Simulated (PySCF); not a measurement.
**[TcSe2]+: singlet, from a bent start**

The task is one start of a wider search on [TcSe2]+: the singlet, from a bent start. It is relaxed, tested by its Hessian and followed downhill if it is a saddle.

Computed with PySCF 2.14.0. Level: PBE, basis Tc def2-SVP with ECP28, Se def2-SVP, scalar-relativistic core potentials, no spin–orbit coupling, density fitting.

## 1. Where the work starts

3 atoms, charge 1, spin multiplicity 1.

Bond lengths: Tc1–Se2 2.225 Å, Tc1–Se3 2.225 Å. Angles: Se2–Tc1–Se3 110.0°.

Coordinates in bohr (charge 1 multiplicity 1):
```
Tc    0.0000    0.0000   -1.4895
Se    3.4436    0.0000    0.9218
Se   -3.4436    0.0000    0.9218
```

## 2. Relaxing the singlet from the bent start

One driver script runs all steps and calls PySCF; scf.py shows how it sets up the SCF of each step. The optimiser is the driver's own. Before each start the driver seeks the lowest SCF state from one or more starting densities and follows internal instabilities, so scf.py alone need not reach the same state.

The program finds C2v symmetry in the start, which this walk keeps.

Contents of scf.py:

```python
from pyscf import gto, scf, dft
mol = gto.M(atom='''
Tc     0.000000     0.000000    -0.788230
Se     1.822300    -0.000000     0.487770
Se    -1.822300     0.000000     0.487770''',
    basis={'Tc': 'def2-SVP', 'Se': 'def2-SVP'},
    ecp={'Tc': 'def2-SVP'},
    charge=1, spin=0)
mf = dft.RKS(mol, xc='PBE')
mf.grids.atom_grid = (50, 194)
aux = {'Tc': 'def2-universal-JKFIT', 'Se': 'def2-universal-JKFIT'}
mf = mf.density_fit(auxbasis=aux)
mf.kernel()
```

The runs that follow: Vibrations and properties at this point.

What does the calculation give? Wanted: minimum; geometry; wavenumbers; dipole moment; highest occupied, lowest empty level; polar-tensor charge of Tc1; zero-point energy.

**Answer**, as computed:

```
                            quantity                                value
                             minimum                         singlet, C2v
                            geometry  Tc–Se 2.185 Å (×2); Se–Tc–Se 106.5°
                  wavenumbers (cm⁻¹)         143 (a1), 386 (a1), 405 (b2)
      dipole moment (centre of mass)                               2.27 D
highest occupied, lowest empty level                    -10.75, -10.53 eV
          polar-tensor charge of Tc1                              +0.83 e
                   zero-point energy                           5.6 kJ/mol
                 entropy at 298.15 K                      312.3 J/(mol K)
```

What this shows: The molecule stays C2v, as typed, and the end point is a minimum. The strongest infrared band lies at 405 cm⁻¹ (b2, stretch). Other starts or spin states, not run here, may lie lower. Whether spin polarisation would lower the closed shell was not checked.
